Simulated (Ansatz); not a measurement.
# RbGe2Sb3: the cost of one run

Method: DFT PBE, scalar-relativistic, plane waves, PAW, in Ansatz 0.2.0.

### Step 1. The system as given

Symmetry: P6/mmm, No. 191, hexagonal system. Conventional cell: a = 6.682 Å, b = 6.682 Å, c = 4.068 Å, α = 90.00°, β = 90.00°, γ = 120.00°. Rb (site symmetry 6/mmm) has 6 Ge at 3.86 Å and 12 Sb at 3.91 Å and 2 Rb at 4.07 Å in its first shell of neighbours. Around Ge (site symmetry -6m2) lie 6 Sb at 2.80 Å. Sb (site symmetry mmm) has 4 Ge at 2.80 Å in its first shell of neighbours.

As a file:

```
Rb Ge Sb
1.0
     6.68152    0.00000    0.00000
    -3.34076    5.78637    0.00000
     0.00000    0.00000    4.06850
Rb Ge Sb
1 2 3
Direct
  0.00000 0.00000 0.00000
  0.33333 0.66667 0.00000
  0.66667 0.33333 0.00000
  0.50000 0.00000 0.50000
  0.50000 0.50000 0.50000
  0.00000 0.50000 0.50000
```

(A quick probe on a coarse mesh, which set the mesh and smearing, is not shown.)

### Step 3. A loose first relaxation

Contents of input.yaml:

```yaml
crystal:
  lattice:
    - [6.6815215544, 0.0, 0.0]
    - [-3.3407607772, 5.786367402, 0.0]
    - [0.0, 0.0, 4.0684979535]
  atoms:
    - { symbol: Rb, position: [0.0, 0.0, 0.0] }
    - { symbol: Ge, position: [0.3333333333, 0.6666666667, 0.0] }
    - { symbol: Ge, position: [0.6666666667, 0.3333333333, 0.0] }
    - { symbol: Sb, position: [0.5, 0.0, 0.5] }
    - { symbol: Sb, position: [0.5, 0.5, 0.5] }
    - { symbol: Sb, position: [0.0, 0.5, 0.5] }
basis:
  ecutwfc: 420
kpoints:
  mp_grid: { grid: [3, 3, 4] }
hamiltonian:
  xc: pbe
scf:
  occupations: { method: gaussian, width: 0.1 }
  lower_state_search: "off"
output:
  forces: true
  stress: true
  eigenvalues: true
relax:
  adjacent_minimum: "off"
  f_tol: 0.04
  max_steps: 70
  cell: { stress_tol: 0.4 }
```

Command:

```console
$ ansatz run input.yaml --threads 1 --pin off --max-ram 2560MiB --backend cpu --events-out ev --progress --plain --runs-dir out
```

**Question.** How long does this run take on 1 thread of Intel Xeon 6975P-C (Granite Rapids), shared host, and how much memory does it need?

About 20 s, with a peak of 0.5 GiB.
